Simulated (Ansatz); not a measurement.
# NbTeI: the cost of one run

Program: Ansatz 0.2.0. Level of theory: DFT PBE, scalar-relativistic, plane waves, PAW. These are calculated values, not measurements.

## (1) The structure to begin with

It takes space group P-6m2 (No. 187, hexagonal). The conventional cell has a = 4.711 Å, b = 4.711 Å, c = 4.659 Å, α = 90.00°, β = 90.00°, γ = 120.00°. Around Nb (site symmetry -6m2) lie 6 Te at 3.58 Å and 6 I at 3.58 Å. Te (site symmetry -6m2) has 3 I at 2.72 Å and 6 Nb at 3.58 Å as nearest neighbours. I (site symmetry -6m2) has 3 Te at 2.72 Å and 6 Nb at 3.58 Å as nearest neighbours.

As a file:

```cif
data_structure
_symmetry_space_group_name_H-M 'P 1'
_symmetry_Int_Tables_number 1
_cell_length_a 4.7111
_cell_length_b 4.7111
_cell_length_c 4.6594
_cell_angle_alpha 90.000
_cell_angle_beta 90.000
_cell_angle_gamma 120.000
_cell_volume 89.56
loop_
_atom_site_label
_atom_site_type_symbol
_atom_site_fract_x
_atom_site_fract_y
_atom_site_fract_z
_atom_site_occupancy
Nb1 Nb 0.00000 0.00000 0.00000 1
Te1 Te 0.66667 0.33333 0.50000 1
I1 I 0.33333 0.66667 0.50000 1
```

A structure generator made this guess: species swapped into a database cell of SmNiAs (P-6m2, No. 187), with Nb on the Sm sites, I on the Ni sites and Te on the As sites. Lengths come from tabulated atomic sizes and are only a guess.

## (2) Probe: one point on a coarse mesh

input.yaml reads:

```yaml
crystal:
  lattice:
    - [4.71111171, 0.0, 0.0]
    - [-2.35555585, 4.07994242, 0.0]
    - [0.0, 0.0, 4.659442]
  atoms:
    - { symbol: Nb, position: [0.0, 0.0, 0.0] }
    - { symbol: Te, position: [0.66666667, 0.33333333, 0.5] }
    - { symbol: I, position: [0.33333333, 0.66666667, 0.5] }
basis:
  ecutwfc: 420
kpoints:
  mp_grid: { grid: [6, 6, 4] }
hamiltonian:
  xc: pbe
scf:
  occupations: { method: gaussian, width: 0.1 }
  lower_state_search: "off"
output:
  forces: true
  stress: true
  eigenvalues: true
```

The run is started by

```bash
> ansatz run input.yaml --threads 1 --pin off --max-ram 2048MiB --backend cpu --events-out ev --progress --plain --runs-dir out
```

What time and memory should one allow on 1 thread of AMD EPYC 9R45 (Zen 5), shared host?

About 2.5 s, with a peak of 0.4 GiB.
